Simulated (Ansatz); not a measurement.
**Co: straining the crystal, biaxial strain in the a-b plane**

The task here is to estimate one member of a computed series from the others.

Program: Ansatz 0.2.0. Level of theory: DFT PBEsol, scalar-relativistic, plane waves, PAW. These are calculated values, not measurements.

2 further runs of the same task are left out: 2 set aside as unsound or not needed.

## Starting point

It takes space group P6_3/mmc (No. 194, hexagonal). Conventional cell: a = 2.456 Å, b = 2.456 Å, c = 3.968 Å, α = 90.00°, β = 90.00°, γ = 120.00°. Around Co (site symmetry -6m2) lie 12 Co at 2.44 to 2.46 Å.

Coordinates:

```xyz
2
Lattice="2.4559 0.0000 0.0000 -1.2280 2.1269 0.0000 0.0000 0.0000 3.9680" Properties=species:S:1:pos:R:3 pbc="T T T"
Co    0.0000    1.4179    0.9920
Co    1.2280    0.7090    2.9760
```

It goes back to an entry of the Materials Project.

It is the result of an earlier relaxation at this level (volume 10.36 Å³/atom; gap on the mesh: none (metal), site moments up to 1.6 μB).

The first run:

Input file input.yaml:

```yaml
crystal:
  lattice:
    - [2.4559135498, 0.0, 0.0]
    - [-1.2279567749, 2.1268835236, 0.0]
    - [0.0, 0.0, 3.968038148]
  atoms:
    - { symbol: Co, position: [0.3333333333, 0.6666666667, 0.25], spin: 1.79 }
    - { symbol: Co, position: [0.6666666667, 0.3333333333, 0.75], spin: 1.79 }
basis:
  ecutwfc: 420
kpoints:
  mp_grid: { grid: [21, 21, 10] }
hamiltonian:
  xc: pbesol
scf:
  occupations: { method: gaussian, width: 0.1 }
output:
  forces: true
  stress: true
  eigenvalues: true
  populations: true
magnetization:
  spin_polarized: true
```

Among the steps run: Zero strain; The cell strained by -1.0 %; At +1.0 %; Strain -2.0 %; Strain +2.0 %; The cell strained by -3.0 %; The cell strained by +3.0 %.

One of the session's tables, all rows but one given; the rest of the session is left out.

Lengths are those of the vectors of the cell that was run; stresses in GPa:

```
strain (%)  ΔE (meV/atom)  a (Å)  b (Å)  c (Å)  moment (μB/cell)
      -3.0           35.2  2.382  2.382  4.040              3.11
      -2.0              ?      ?      ?      ?                 ?
      -1.0            3.7  2.431  2.431  3.991              3.12
      +0.0            0.0  2.456  2.456  3.968              3.13
      +1.0            3.4  2.480  2.480  3.946              3.14
      +2.0           12.9  2.505  2.505  3.925              3.16
      +3.0           27.7  2.530  2.530  3.903              3.19
```

**Question.** Estimate the row for strain (%) = -2.0.

Worked estimate for «ΔE (meV/atom)». A straight line through the neighbours (-3.0, 35.2) and (-1.0, 3.7) gives 35.2 + (3.7 − 35.2) × (-2.0 + 3.0) / (-1.0 + 3.0) = 19.5; a parabola fitted to 3 rows on both sides gives 15.4.

As computed: ΔE (meV/atom): 15.1; a (Å): 2.407; b (Å): 2.407; c (Å): 4.015; moment (μB/cell): 3.12. In «ΔE (meV/atom)» the line misses by +4.4 and the parabola by +0.3.

ΔE is over the unstrained cell. Stress in GPa, positive in compression, on the Cartesian axes of the input. 
